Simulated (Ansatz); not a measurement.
# AlGeNH4O (SMILES [NH2][GeH]1[O][AlH]1) at B3LYP/6-31G(d) (spherical functions)

Aim: the vertical ionisation energy of AlGeNH4O at B3LYP/6-31G* (spherical functions), from 2 runs. 

The results are computed with Ansatz 0.2.0.

128 further runs of the same task are left out: 128 set aside as unsound or not needed.

## Step 1: The structure to begin with

AlGeNH4O has 8 atoms, charge 0, and is taken as a singlet. As SMILES, `[NH2][GeH]1[O][AlH]1`. The coordinates come from a PBE0-D4/def2-TZVP relaxation. This is one conformer, not always the lowest.

Bond lengths: N1–Ge2 1.822 Å, Ge2–O3 1.896 Å, Ge2–Al4 2.331 Å, O3–Al4 1.699 Å, N1–H5 1.009 Å, N1–H6 1.008 Å, Ge2–H7 1.543 Å, Al4–H8 1.577 Å. Some angles: N1–Ge2–O3 114.7°, N1–Ge2–Al4 126.9°, O3–Ge2–Al4 46.0°, Ge2–O3–Al4 80.7°, Ge2–Al4–O3 53.4°, N1–Ge2–H7 103.9°, O3–Ge2–H7 108.8°, Al4–Ge2–H7 128.4°, Ge2–N1–H5 116.8°, Ge2–N1–H6 117.5°.

## Step 2: The energy at B3LYP/6-31G(d) (spherical functions)

run.yaml reads:

```yaml
crystal:
  periodic: [false, false, false]
  atoms:
    - {symbol: N, position_ang: [-1.000700, 1.330400, 0.514400]}
    - {symbol: Ge, position_ang: [0.239100, 0.000100, 0.626900]}
    - {symbol: O, position_ang: [1.177500, -0.346000, -0.983500]}
    - {symbol: Al, position_ang: [0.431500, -1.856900, -0.769100]}
    - {symbol: H, position_ang: [-0.662600, 2.276400, 0.611900]}
    - {symbol: H, position_ang: [-1.682100, 1.271200, -0.226100]}
    - {symbol: H, position_ang: [1.237900, 0.511900, 1.685400]}
    - {symbol: H, position_ang: [0.351700, -3.244100, -1.515600]}
basis:
  gaussian:
    orbitals: 6-31G_st_-spherical.json
magnetization:
  spin_polarized: false
hamiltonian:
  xc: {name: B3LYP}
accuracy: high
output: {orbitals: {seedname: orbitals}}
```

The basis set 6-31G* is read from a file made from the Basis Set Exchange's data (not shown).

The run is started by

```bash
ansatz run run.yaml --threads 1 --pin off --max-ram 3480MiB --events-out events.jsonl --progress --plain --runs-dir runs
```

Standard output:

```text
Warning: RAYON_NUM_THREADS=1 ignored (pool sized by the plan → 1); use --threads N
Functional definition: B3LYP
  name "B3LYP"
  parameter a0 = 0.2
  parameter ax = 0.72
  parameter ac = 0.81
  exchange = (1 - a0 - ax)*slater_x + ax*b88_x + a0*exact_x
  correlation = (1 - ac)*vwn_rpa_c + ac*lyp_c
1871 factors; integrals over basis functions are off by at most 4.7e-9 eV
mean field evaluation 1: about -66697.8161 eV, gradient 8.3e1 eV
mean field evaluation 2: about -66565.1820 eV, gradient 2.1e2 eV
mean field evaluation 4: about -66709.3178 eV, gradient 3.1e1 eV
mean field evaluation 8: about -66711.1204 eV, gradient 9.5e-1 eV
mean field evaluation 16: about -66711.2653 eV, gradient 5.9e-4 eV
mean field -66711.26530703 eV, -2451.5937815137 hartree, gradient 4.6e-8 eV, S^2 0.000000; 0 other end points of the search recorded, 0 dependent functions left out
reference -66711.26534880 eV, -2451.5937830487 hartree; 32, 32 occupied and 54, 54 virtual orbitals, 1871 factors
Total energy: -66711.26534880 eV, -2451.5937830487 hartree
```

Wall time 9.9 s (1 thread of Arm Neoverse V2, shared host); peak memory 0.32 GiB.

## Step 3: The doublet cation at the same level

input.yaml reads:

```yaml
crystal:
  periodic: [false, false, false]
  atoms:
    - {symbol: N, position_ang: [-1.000700, 1.330400, 0.514400]}
    - {symbol: Ge, position_ang: [0.239100, 0.000100, 0.626900]}
    - {symbol: O, position_ang: [1.177500, -0.346000, -0.983500]}
    - {symbol: Al, position_ang: [0.431500, -1.856900, -0.769100]}
    - {symbol: H, position_ang: [-0.662600, 2.276400, 0.611900]}
    - {symbol: H, position_ang: [-1.682100, 1.271200, -0.226100]}
    - {symbol: H, position_ang: [1.237900, 0.511900, 1.685400]}
    - {symbol: H, position_ang: [0.351700, -3.244100, -1.515600]}
basis:
  gaussian:
    orbitals: 6-31G_st_-spherical.json
total_charge: 1
magnetization:
  spin_polarized: true
  initial_magnetization: 1
hamiltonian:
  xc: {name: B3LYP}
accuracy: high
output:
  orbitals: {seedname: orbitals}
```

The basis set 6-31G* is read from a file made from the Basis Set Exchange's data (not shown).

The run is started by

```bash
ansatz run input.yaml --threads 1 --pin off --max-ram 3480MiB --events-out events.jsonl --progress --plain --runs-dir runs
```

Standard output:

```text
Warning: RAYON_NUM_THREADS=1 ignored (pool sized by the plan → 1); use --threads N
Functional definition: B3LYP
  name "B3LYP"
  parameter a0 = 0.2
  parameter ax = 0.72
  parameter ac = 0.81
  exchange = (1 - a0 - ax)*slater_x + ax*b88_x + a0*exact_x
  correlation = (1 - ac)*vwn_rpa_c + ac*lyp_c
1868 factors; integrals over basis functions are off by at most 4.7e-9 eV
mean field evaluation 1: about -66675.7689 eV, gradient 8.1e1 eV
mean field evaluation 2: about -66465.0874 eV, gradient 1.7e2 eV
mean field evaluation 4: about -66695.9047 eV, gradient 4.1e1 eV
mean field evaluation 8: about -66702.9448 eV, gradient 3.1e-1 eV
mean field evaluation 16: about -66703.0853 eV, gradient 6.2e-3 eV
mean field evaluation 32: about -66703.0853 eV, gradient 1.6e-7 eV
mean field -66703.08526148 eV, -2451.2931703843 hartree, gradient 2.3e-8 eV, S^2 0.756402; 2 other end points of the search recorded, 0 dependent functions left out
reference -66703.08530380 eV, -2451.2931719395 hartree; 32, 31 occupied and 54, 55 virtual orbitals, 1868 factors
Total energy: -66703.08530380 eV, -2451.2931719395 hartree
```

Wall time 22 s (1 thread of Arm Neoverse V2, shared host); peak memory 0.47 GiB.

## Step 4: Outcome

Level: B3LYP/6-31G* (spherical functions).

```
                                          quantity           value
                    singlet AlGeNH4O: total energy  -2451.59378 Eh
                     singlet AlGeNH4O: HOMO energy        -5.96 eV
                     singlet AlGeNH4O: LUMO energy        -1.37 eV
                   singlet AlGeNH4O: HOMO–LUMO gap         4.60 eV
                      doublet cation: total energy  -2451.29317 Eh
doublet cation: HOMO energy (highest over α and β)       -12.43 eV
 doublet cation: LUMO energy (lowest over α and β)       -10.40 eV
                              doublet cation: ⟨S²⟩           0.756
vertical ionisation energy (to the doublet cation)        8.180 eV
```

**Reading.** The vertical ionisation energy comes to 8.18 eV (789 kJ/mol). −ε(HOMO) before ionisation, 5.96 eV, is 2.22 eV below this ionisation energy.
